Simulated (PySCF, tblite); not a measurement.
# C₆H₈OSi: geometry, infrared bands and NMR shifts

Wanted: the infrared bands and NMR shifts of C₆H₈OSi (`[SiH3]OC=C1C=CC=C1`), by calculation.

Programs: tblite 0.8.0 and PySCF 2.14.0, with density-fitted response routines of our own. Each step states its level of theory. These are calculated values for one molecule in the gas phase, unless marked as measured. Atoms are numbered from 0 throughout.

**1. Starting geometry**

16 atoms, charge 0, multiplicity 1; geometry from: force field or distance geometry start.

Bonds of the start (Å): Si0–O1 1.75, O1–C2 1.37, C2–C3 1.31, C3–C4 1.46, C4–C5 1.32, C5–C6 1.48, C6–C7 1.33, C7–C3 1.47, Si0–H8 1.46, Si0–H9 1.46, Si0–H10 1.48, C2–H11 1.08, C4–H12 1.07, C5–H13 1.07, C6–H14 1.09, C7–H15 1.08.

**2. Relaxing the molecule with GFN2-xTB**

The job: settings as JSON, then the geometry in Å.

```
{"job": {"kind": "relax", "xc": "GFN2-xTB", "basis": "xTB"}, "charge": 0, "multiplicity": 1}
Si     2.784200    -0.268800    -0.014900
O      1.584200    -0.036200    -1.265500
C      0.505500     0.791200    -1.128800
C     -0.530600     0.374000    -0.447100
C     -1.789200     1.063500    -0.163500
C     -2.530300     0.247500     0.567400
C     -1.786800    -1.003400     0.811900
C     -0.601200    -0.929400     0.222200
H      2.642100    -1.598200     0.578500
H      4.117300    -0.153700    -0.598500
H      2.631300     0.828300     0.963300
H      0.551700     1.755800    -1.618000
H     -2.025400     2.043100    -0.515200
H     -3.515400     0.423200     0.958100
H     -2.196000    -1.818100     1.401700
H      0.151000    -1.709700     0.237000
```

Command:

```console
OMP_NUM_THREADS=1 python probes_run.py task.json out
```

This one command runs all jobs of the session in turn.

**Question.** This job is followed by: GFN2-xTB harmonic vibrations, gas phase; GIAO PBE0/pcSseg-1 NMR shielding, non-relativistic, gas phase. What will the session give for the following? strongest single infrared mode (GFN2-xTB); zero-point energy (GFN2-xTB); 13C shifts against TMS (PBE0/pcSseg-1); 1H shifts against TMS (PBE0/pcSseg-1, means over atoms taken as alike); 29Si shifts against TMS (PBE0/pcSseg-1); 17O shifts against H2O (PBE0/pcSseg-1); surface potential, 1st and 99th percentile.

**Answer**, as computed:

```
                                                              quantity                                         value
                             strongest single infrared mode (GFN2-xTB)                          812 cm⁻¹, 477 km/mol
                                          zero-point energy (GFN2-xTB)                                 72.0 kcal/mol
                                13C shifts against TMS (PBE0/pcSseg-1)  158.5, 137.4, 134.7, 133.7, 130.0, 118.6 ppm
1H shifts against TMS (PBE0/pcSseg-1, means over atoms taken as alike)        7.21, 6.78, 6.60, 6.59, 6.41, 5.28 ppm
                               29Si shifts against TMS (PBE0/pcSseg-1)                                     -36.2 ppm
                                17O shifts against H2O (PBE0/pcSseg-1)                                     127.1 ppm
                                 surface potential, 1st and 99th percentile                            -1.01 V and 1.46 V
```

In words: The optimisation took 115 steps and gained 0.530 eV; among the close pairs (by a distance rule), Si0–O1 changed most, from 1.749 to 1.635 Å. No mode is imaginary among the 42: a minimum at this level. The strongest single mode, at 812 cm⁻¹, moves mainly H9, H10 and H8. Unscaled tight-binding wavenumbers are off by several per cent, some by more. Its intensities can rank the bands wrongly. At PBE0/pcSseg-1: The largest span, 255 ppm, is at O1, where the paramagnetic term is -185 ppm. By nearest atom (PBE0/pcSseg-1), the HOMO sits on C4, C7 about 29 % each; C5, C6 about 14 % each and the LUMO on C2 29 %; C4, C6, C7 about 11 % each.
